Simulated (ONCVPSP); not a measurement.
# Cu: the cost of one run

Method: ONCVPSP 4.0.1.1 (patched build), PBE, scalar-relativistic.

### Step 1. Starting point

The settings as typed:

| Property | Result |
| --- | --- |
| element | copper (Cu, Z = 29) |
| type | optimised norm-conserving Vanderbilt (ONCV) |
| frozen core | [Ar] |
| valence charge | 11 |
| reference configuration | 3d10 4s1 |
| partial waves | 4s: rc 2.10 bohr, ncon 4, nbas 7, qcut 3.7 1/bohr, 3 projectors, debl 2.5 Ha; p scattering state at 0.07 Ha: rc 2.05 bohr, ncon 4, nbas 9, qcut 3.5 1/bohr, 1 projector; 3d: rc 1.10 bohr, ncon 4, nbas 8, qcut 17.2 1/bohr, 2 projectors, debl 1.7 Ha |
| local potential | polynomial inside 0.85 bohr (lpopt 5, dvloc0 3 Ha) |
| core correction | Teter function, fcfact 4.5, rcfact 1.7 |

The outer shells as boxes (Hund's rule for the drawing; the calculation is spin-unpolarised):

```
[Ar] core
3d [↑↓][↑↓][↑↓][↑↓][↑↓]
4s [↑ ]
```

An earlier all-electron run gives the scale for the radii.

All-electron outer shells of the reference configuration (PBE, scalar-relativistic, ld1.x):

```csv
shell,level (eV),outermost node (bohr),outermost maximum (bohr)
3p,-72.14,0.26,0.62
3d,-5.04,–,0.60
4s,-4.61,0.89,2.27
4p,-0.70,0.97,3.65
```

### Step 2. The generation run

Cu.dat

```
# ATOM AND REFERENCE CONFIGURATION
# atsym  z   nc   nv     iexc    psfile
  Cu 29.00    5    2        4      upf
#
#   n    l    f
    1    0    2.00
    2    0    2.00
    2    1    6.00
    3    0    2.00
    3    1    6.00
    3    2   10.00
    4    0    1.00
#
# PSEUDOPOTENTIAL AND OPTIMIZATION
# lmax
    2
#
#   l,   rc,      ep,       ncon, nbas, qcut
    0    2.10    0.00    4    7    3.70
    1    2.05    0.07    4    9    3.50
    2    1.10    0.00    4    8   17.20
#
# LOCAL POTENTIAL
# lloc, lpopt,  rc(5),   dvloc0
    4    5    0.85    3.00
#
# VANDERBILT-KLEINMAN-BYLANDER PROJECTORs
# l, nproj, debl
    0    3    2.50
    1    1    3.30
    2    2    1.70
#
# MODEL CORE CHARGE
# icmod, fcfact, rcfact
    3    4.50    1.70
#
# LOG DERIVATIVE ANALYSIS
# epsh1, epsh2, depsh
   -2.00    5.00    0.02
#
# OUTPUT GRID
# rlmax, drl
    6.00    0.01
#
# TEST CONFIGURATIONS
# ncnf
    4
# nvcnf
#   n    l    f
    2
    3    2   10.00
    4    0    0.00
#
    2
    3    2    9.00
    4    0    0.00
#
    2
    3    2    8.00
    4    0    0.00
#
    3
    3    2   10.00
    4    0    0.00
    4    1    1.00
#
```

On the command line:

```console
oncvpsp.x < Cu.dat > Cu.out
```

**Question.** How long does this run take on 1 thread of AMD EPYC 9R45, shared host?

About 2.5 s.
